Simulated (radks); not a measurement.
# Taking charge from the 2p level of Zr in fractions

What happens to E and to the 2p eigenvalue of Zr when a fraction of an electron is removed? The exact functional would give straight lines between whole numbers for a frontier level.

Program: radks (a radial shooting solver on a logarithmic mesh, Libxc functionals) version 1. Level of theory: scalar-relativistic Kohn-Sham, PBEsol, spin-polarised, spherical densities, finite nucleus; open shells are filled with parallel spins first. These are calculated values, not measurements, unless marked.

### 1 The atom as given

| Property | Result |
| --- | --- |
| element | zirconium (Z = 40) |
| charge | 0 |
| electrons | 40 |
| configuration | [He] 2s2 2p(up 3, down 3) 3s2 3p6 3d10 4s2 4p6 4d2 5s2 |
| nuclear rms radius | 4.2694 fm |

A shell typed twice in an input gives spin up, then spin down.

### 2 Start: [He] 2s2 2p(up 3, down 3) 3s2 3p6 3d10 4s2 4p6 4d2 5s2

Settings of this run:

```text
Z 40
configuration [He] 2s2 2p3 2p3 3s2 3p6 3d10 4s2 4p6 4d2 5s2
relativity scalar-relativistic
functional pbe_sol,pbe_sol
spin polarised
nucleus finite rms 4.2694 fm
c 137.035999084
```

### 3 0.25 electron removed from 2p

Settings of this run:

```text
Z 40
configuration [He] 2s2 2p3 2p2.75 3s2 3p6 3d10 4s2 4p6 4d2 5s2
relativity scalar-relativistic
functional pbe_sol,pbe_sol
spin polarised
nucleus finite rms 4.2694 fm
c 137.035999084
```

### 4 0.5 electron removed from 2p

Settings of this run:

```text
Z 40
configuration [He] 2s2 2p3 2p2.5 3s2 3p6 3d10 4s2 4p6 4d2 5s2
relativity scalar-relativistic
functional pbe_sol,pbe_sol
spin polarised
nucleus finite rms 4.2694 fm
c 137.035999084
```

### 5 0.75 electron removed from 2p

Settings of this run:

```text
Z 40
configuration [He] 2s2 2p3 2p2.25 3s2 3p6 3d10 4s2 4p6 4d2 5s2
relativity scalar-relativistic
functional pbe_sol,pbe_sol
spin polarised
nucleus finite rms 4.2694 fm
c 137.035999084
```

### 6 1 electron removed from 2p

Settings of this run:

```text
Z 40
configuration [He] 2s2 2p3 2p2 3s2 3p6 3d10 4s2 4p6 4d2 5s2
relativity scalar-relativistic
functional pbe_sol,pbe_sol
spin polarised
nucleus finite rms 4.2694 fm
c 137.035999084
```

**Question.** What will these runs give? Wanted: for each run, removed; E − E(0); eigenvalue; E minus straight line.

The runs gave:

```csv
removed (e),E − E(0) (eV),eigenvalue (eV),E minus straight line (eV)
0,0.000,-2201.4,0.000
0.25,552.95,-2225.4,-9.077
0.5,1111.9,-2249.6,-12.142
0.75,1676.9,-2274.0,-9.133
1,2248.1,-2298.6,0.000
```

**Reading.** Removing the whole electron costs 2248.1 eV, against 2201.4 eV from minus the starting eigenvalue. Slater's transition state, half an electron removed, gives 2249.6 eV. The trapezoid integral of minus the eigenvalue gives 2249.7 eV over the range, against 2248.1 eV from the energies (Janak's theorem; approximate here, since the scalar-relativistic density holds large components alone). The eigenvalue moves by 97.1 eV per electron. E bends below the straight line by 12.14 eV at 0.5 electron removed.
